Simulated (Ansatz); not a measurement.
# FH4NSi: the cost of one run

Method: PBE0-D4/def2-TZVP structures, single points in def2-TZVPP, no counterpoise correction; program: Ansatz 0.2.0, Gaussian basis.

Levels: SPW92, PBE-D4, BLYP-D4, r2SCAN-D4, B97M-V, PBE0-D4, B3LYP-D4, r2SCAN0-D4, BHLYP-D4, CAM-B3LYP-D4, wB97X-V, wB97M-V, B2PLYP, PBE-QIDH, RPA on PBE, Hartree-Fock, MP2, CCSD, CCSD(T).

Cores are frozen in the correlated methods. B3LYP uses VWN-RPA correlation. B2PLYP carries no dispersion term here.

94 further runs of the same task are left out: 94 set aside as unsound or not needed.

### Step 1. The starting structure

The complex: 11 atoms, charge 0, spin multiplicity 1.

Atoms are counted from 1 here; the program's logs count them from 0.

Bond lengths: Si1–H3 1.475 Å, Si1–H4 1.475 Å, Si1–N5 1.707 Å, Si1–F7 1.613 Å, N2–H6 1.012 Å, N2–H8 1.012 Å, N2–H9 1.013 Å, N5–H10 1.007 Å, N5–H11 1.007 Å. Angles: H3–Si1–H4 117.5°, H3–Si1–N5 106.3°, H3–Si1–F7 107.6°, H4–Si1–N5 106.3°, H4–Si1–F7 107.5°, N5–Si1–F7 111.8°, H6–N2–H8 107.5°, H6–N2–H9 107.6°, H8–N2–H9 107.6°, Si1–N5–H10 121.4°, Si1–N5–H11 121.4°, H10–N5–H11 111.3°.

Coordinates:

```mol
FH7N2Si
  3D, bonds by distance, orders not assigned

 11  9  0  0  0  0  0  0  0  0999 V2000
   -0.6769   -0.1135    0.3153 Si  0  0
    2.0787    0.0725   -0.8797 N   0  0
   -0.6184   -1.0307   -0.8387 H   0  0
    0.3030   -0.3184    1.3989 H   0  0
   -2.2180   -0.3270    1.0177 N   0  0
    2.9062    0.0620   -0.2965 H   0  0
   -0.4764    1.3863   -0.2446 F   0  0
    2.3105   -0.3989   -1.7452 H   0  0
    1.8731    1.0389   -1.1026 H   0  0
   -2.4376    0.0494    1.9252 H   0  0
   -3.0444   -0.4206    0.4502 H   0  0
  1  3  8  0
  1  4  8  0
  1  5  8  0
  1  7  8  0
  2  6  8  0
  2  8  8  0
  2  9  8  0
  5 10  8  0
  5 11  8  0
M  END
```

Its parts: FH₄NSi holds atoms 1, 3, 4, 5, 7, 10, 11; NH₃ holds atoms 2, 6, 8, 9. Each part counts its atoms afresh in its own runs.

### Step 2. Relaxing FH₄NSi alone

Contents of relax-a/in.yaml:

```yaml
crystal:
  periodic: [false, false, false]
  atoms:
    - {symbol: Si, position_ang: [-0.676867, -0.113523, 0.315316]}
    - {symbol: H, position_ang: [-0.618378, -1.030678, -0.838677]}
    - {symbol: H, position_ang: [0.303009, -0.318394, 1.398913]}
    - {symbol: N, position_ang: [-2.218021, -0.327022, 1.017668]}
    - {symbol: F, position_ang: [-0.476380, 1.386275, -0.244552]}
    - {symbol: H, position_ang: [-2.437624, 0.049427, 1.925205]}
    - {symbol: H, position_ang: [-3.044376, -0.420579, 0.450200]}
basis:
  gaussian: {orbitals: def2-TZVP}
hamiltonian: {xc: pbe0, dispersion: d4}
relax: {f_tol: 0.005, max_steps: 200}
```

Started as:

```
$ ansatz run in.yaml --threads 4 --pin off --events-out ev --progress --plain --max-ram 9574MiB
```

**Question.** How long does this run take on 4 threads of Arm Neoverse V1, shared host?

About 7 s.
